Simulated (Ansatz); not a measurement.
# Cd3SeS2: the cost of one run

Method: DFT PBE, scalar-relativistic, plane waves, PAW, unless a step names another level, in Ansatz 0.2.0.

1 further run of the same task is left out (it didn't finish). Runs told in other sessions of the task aren't counted.

### Step 1. The structure to begin with

It takes space group Cmc2_1 (No. 36, orthorhombic). The conventional cell has a = 12.775 Å, b = 7.373 Å, c = 6.934 Å, α = 90.00°, β = 90.00°, γ = 90.00°. Around Cd (site symmetry 1) lie 3 S at 2.57 Å and 1 Se at 2.68 Å. Around Cd (site symmetry m) lie 2 S at 2.57 Å and 2 Se at 2.68 Å. Se (site symmetry m) is surrounded by 4 Cd at 2.68 Å. Around S (site symmetry 1) lie 4 Cd at 2.57 Å.

As a file:

```
CELL_PARAMETERS angstrom
6.38753 -3.68655 0.00000
6.38753 3.68655 0.00000
0.00000 0.00000 6.93429
ATOMIC_POSITIONS crystal
Cd 0.48985 0.16650 0.12963
Cd 0.51015 0.83350 0.62963
Cd 0.82289 0.17711 0.61387
Cd 0.17711 0.82289 0.11387
Cd 0.83350 0.51015 0.12963
Cd 0.16650 0.48985 0.62963
Se 0.83009 0.16991 0.00025
Se 0.16991 0.83009 0.50025
S 0.49650 0.16673 0.50081
S 0.50350 0.83327 0.00081
S 0.83327 0.50350 0.50081
S 0.16673 0.49650 0.00081
```

It came out lowest among 17 distinct ends of the trial cells. At a tolerance of 0.02 Å it has space group Cmc2_1 (No. 36).

### Step 2. Kick test: the unmoved cell on a coarse mesh

input.yaml reads:

```yaml
crystal:
  lattice:
    - [0.0, 0.0, -6.9342861867]
    - [0.0, 7.3731037328, 0.0]
    - [6.3875253713, -3.6865518664, 0.0]
  atoms:
    - { symbol: Cd, position: [0.8703721061, 0.1665025558, 0.6563495737] }
    - { symbol: Cd, position: [0.3703721061, 0.8334974442, 0.3436504263] }
    - { symbol: Cd, position: [0.3861316094, 0.1771061653, 0.0] }
    - { symbol: Cd, position: [0.8861316094, 0.8228938347, 1.0] }
    - { symbol: Cd, position: [0.8703721061, 0.5101529821, 0.3436504263] }
    - { symbol: Cd, position: [0.3703721061, 0.4898470179, 0.6563495737] }
    - { symbol: Se, position: [0.999749689, 0.1699145129, 0.0] }
    - { symbol: Se, position: [0.499749689, 0.8300854871, 0.0] }
    - { symbol: S, position: [0.4991872447, 0.1667300432, 0.6632308766] }
    - { symbol: S, position: [0.9991872447, 0.8332699568, 0.3367691234] }
    - { symbol: S, position: [0.4991872447, 0.5034991666, 0.3367691234] }
    - { symbol: S, position: [0.9991872447, 0.4965008334, 0.6632308766] }
basis:
  ecutwfc: 420
kpoints:
  mp_grid: { grid: [2, 2, 2] }
hamiltonian:
  xc: pbe
scf:
  occupations: { method: gaussian, width: 0.1 }
  lower_state_search: "off"
output:
  forces: true
  stress: true
  eigenvalues: true
```

Started as:

```
> ansatz run input.yaml --threads 1 --pin off --max-ram 2560MiB --backend cpu --events-out ev --progress --plain --runs-dir out
```

Q: Estimate wall time and peak memory on 1 thread of Arm Neoverse V2, shared host.

About 8.3 s, with a peak of 0.62 GiB.
